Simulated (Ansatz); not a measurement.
# GeNH₃ (triplet): wave-function methods side by side, cc-pVDZ

One table from this session's results is given with a row withheld; the runs are named, their logs left out.

Program: Ansatz 0.2.0, Gaussian basis. Level of theory: cc-pVDZ, core rule «outside noble gas», up to 15 orbitals frozen. These are calculated values, not measurements.

The runs, in order: UHF; CCSD(T) on ROHF; CCSD(T) on UHF; BCCD(T) on ROHF; CISD; CCSDT(Q) on ROHF; CCSDT(Q) on UHF; CASSCF and MRCISD+Q, 12 electrons in 11 orbitals; CASSCF and NEVPT4(SD), 12 electrons in 11 orbitals; CASSCF and NEVPT2, 12 electrons in 11 orbitals.

3 further runs of the same task are left out: 3 set aside as unsound or not needed.

## The system

The geometry is a PBE0/def2-TZVP stationary point (not a proven minimum) of the parent state, kept for this charge and spin. No spin-orbit coupling is included. The filled d shell of Ge may be among the frozen orbitals whatever the setting's name suggests; the logs give the count.

5 atoms, charge 0, spin multiplicity 3.

Atoms are counted from 1 here; the program's logs count them from 0.

Bond lengths: Ge1–N2 1.816 Å, Ge1–H3 1.602 Å, N2–H4 1.007 Å, N2–H5 1.008 Å. Angles: N2–Ge1–H3 92.7°, Ge1–N2–H4 125.7°, Ge1–N2–H5 121.9°, H4–N2–H5 112.5°.

Set-up of the first run:

Input file in.yaml:

```yaml
crystal:
  periodic: [false, false, false]
  atoms:
    - {symbol: Ge, position_ang: [0.000000, -0.029201, 0.335370]}
    - {symbol: N, position_ang: [0.000000, 0.033731, -1.479233]}
    - {symbol: H, position_ang: [0.000000, 1.567055, 0.464899]}
    - {symbol: H, position_ang: [0.000000, 0.871757, -2.038009]}
    - {symbol: H, position_ang: [0.000000, -0.803094, -2.040289]}
basis:
  gaussian: {orbitals: cc-pVDZ}
magnetization: {spin_polarized: true, initial_magnetization: 2}
hamiltonian: {xc: hf}
output: {orbitals: {seedname: orbitals}}
```

Launch:

```console
$ ansatz run in.yaml --threads 1 --pin off --events-out ev --progress --plain --max-ram 2560MiB --backend cpu
```

Steps of the session up to this table: UHF; CCSD(T) on ROHF; CCSD(T) on UHF; BCCD(T) on ROHF; CISD; CCSDT(Q) on ROHF; CCSDT(Q) on UHF; CASSCF and MRCISD+Q, 12 electrons in 11 orbitals; CASSCF and NEVPT4(SD), 12 electrons in 11 orbitals; CASSCF and NEVPT2, 12 electrons in 11 orbitals.

One table of the session follows, with a row left open; its other results are not shown here.

```
            method  from UCCSDT(Q) (kJ/mol)
              ROHF                   +720.2
               UHF                   +713.0
              RMP2                    +89.3
              UMP2                    +87.6
             RCCSD                    +22.1
             UCCSD                    +21.0
          RCCSD(T)                     +4.5
          UCCSD(T)                        ?
           BCCD(T)                     +4.4
            RCCSDT                     +2.5
            UCCSDT                     +1.5
         RCCSDT(Q)                     +1.0
         UCCSDT(Q)                        0
    CASSCF valence                   +477.5
    NEVPT2 valence                   +101.7
NEVPT4(SD) valence                    +11.3
    MRCISD valence                    +32.3
  MRCISD+Q valence                     +3.2
```

Q: Estimate the row for UCCSD(T) from the others.

The run gave: from UCCSDT(Q) (kJ/mol): +3.5. In the column «from UCCSDT(Q) (kJ/mol)» it lies between MRCISD+Q valence (+3.2) and BCCD(T) (+4.4).

To keep in mind: Restricted and unrestricted rows rest on different reference determinants; where their highest levels disagree by more than a few hundredths of an eV, they describe different states and don't form one ladder.
